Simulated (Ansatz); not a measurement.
**Sn3Te in Ansatz: the effect of functional**

Crystal: Sn3Te.

```
CELL_PARAMETERS angstrom
4.96105 0.00000 0.00000
0.00000 4.96105 0.00000
0.00000 0.00000 4.96105
ATOMIC_POSITIONS crystal
Te 0.00000 0.00000 0.00000
Sn 0.00000 0.50000 0.50000
Sn 0.50000 0.00000 0.50000
Sn 0.50000 0.50000 0.00000
```

The cell comes from a database or a generator and needn't be the stable form of this composition.

The cell isn't the ideal one: volume scaled by 1.06.

Alike in all runs:

| Quantity | Value |
| --- | --- |
| Program | Ansatz 0.2.0 |
| Task | single point |
| Potentials or basis | Ansatz PAW |
| k mesh | 6 × 6 × 6 |
| Occupations | fermi-dirac, width 0.05 eV |
| Spin | no spin polarisation |

One run gave: pressure -5.4 GPa. Which functional did it use?
A. r2SCAN
B. PBE
C. LDA

C.

```tsv
functional	cutoff	pressure (GPa)
LDA	420 eV (not typed: the program's choice for these potentials)	-5.4
r2SCAN	500 eV (not typed: the program's choice for these potentials)	-2.6
PBE	420 eV (not typed: the program's choice for these potentials)	-2.0
```

Caveats: the PAW data sets come from PBE, with cores solved anew for the run's functional, which leaves a small shift of forces and pressure (some runs).
